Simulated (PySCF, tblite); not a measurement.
**C₅H₅O₃ radical: geometry, infrared bands and EPR parameters**

What infrared bands and EPR parameters should C₅H₅O₃ radical (`COC1=COC=[C]O1`) show?

The runs use tblite 0.8.0 and PySCF 2.14.0, with density-fitted response routines of our own; the level of theory stands in each step. All values are computed, except where a source is named. Atoms count from 0, in the outputs and in this text.

### 1 The molecule as given

13 atoms, charge 0, multiplicity 2; geometry from: force field or distance geometry start.

Bonds of the start (Å): C0–O1 1.42, O1–C2 1.40, C2–C3 1.35, C3–O4 1.40, O4–C5 1.38, C5–C6 1.28, C6–O7 1.32, O7–C2 1.43, C0–H8 1.10, C0–H9 1.10, C0–H10 1.09, C3–H11 1.08, C5–H12 1.08.

### 2 Optimising the geometry with GFN2-xTB

The job: settings as JSON, then the geometry in Å.

```
{"job": {"kind": "relax", "xc": "GFN2-xTB", "basis": "xTB"}, "charge": 0, "multiplicity": 2}
C     -2.339200    -0.081700     0.427400
O     -1.370700    -0.738600    -0.368800
C     -0.079100    -0.234700    -0.186800
C      0.927000    -0.782000    -0.906500
O      2.268200    -0.375800    -0.815000
C      2.516600     0.692600     0.019500
C      1.443600     1.084800     0.605900
O      0.147000     0.855300     0.708900
H     -3.310200    -0.551900     0.228800
H     -2.425800     0.977600     0.157400
H     -2.136500    -0.190000     1.495100
H      0.811800    -1.614900    -1.587500
H      3.542900     0.959800     0.204000
```

Command:

```
$ OMP_NUM_THREADS=1 python probes_run.py task.json out
```

The driver reads the jobs from task.json and runs them one after another.

**Question.** This job is followed by: GFN2-xTB harmonic vibrations, gas phase; UKS B3LYP, pcH-1 on C H O, non-relativistic, mean-field spin-orbit, GIAO. Predict these results of the whole session: strongest single infrared mode (GFN2-xTB); zero-point energy (GFN2-xTB); g(iso) (B3LYP); ⟨S²⟩; largest a(iso) (averaged by class); potential on the surface of density 0.002 e/bohr³, 1st and 99th percentile.

As calculated:

| quantity | value |
| --- | --- |
| strongest single infrared mode (GFN2-xTB) | 1229 cm⁻¹, 234 km/mol |
| zero-point energy (GFN2-xTB) | 56.2 kcal/mol |
| g(iso) (B3LYP) | 2.00329 |
| ⟨S²⟩ | 0.758 (exact 0.75) |
| largest a(iso) (averaged by class) | 13C on C6, 259.5 MHz |
| potential on the surface of density 0.002 e/bohr³, 1st and 99th percentile | -1.49 V and 1.23 V |

In words: The optimisation took 68 steps and gained 0.964 eV; among the close pairs (by a distance rule), C2–O7 changed most, from 1.429 to 1.361 Å. All 33 modes are real, so the xTB geometry is a minimum. The strongest single mode, at 1229 cm⁻¹, is spread over several atoms, H12, H11, C3, C2 among them. Unscaled tight-binding wavenumbers are off by several per cent, some by more. Its intensities can rank the bands wrongly. The largest share of the spin, 0.50 e, sits on C6. The isotropic g lies 1.0 ppt above the free-electron value.
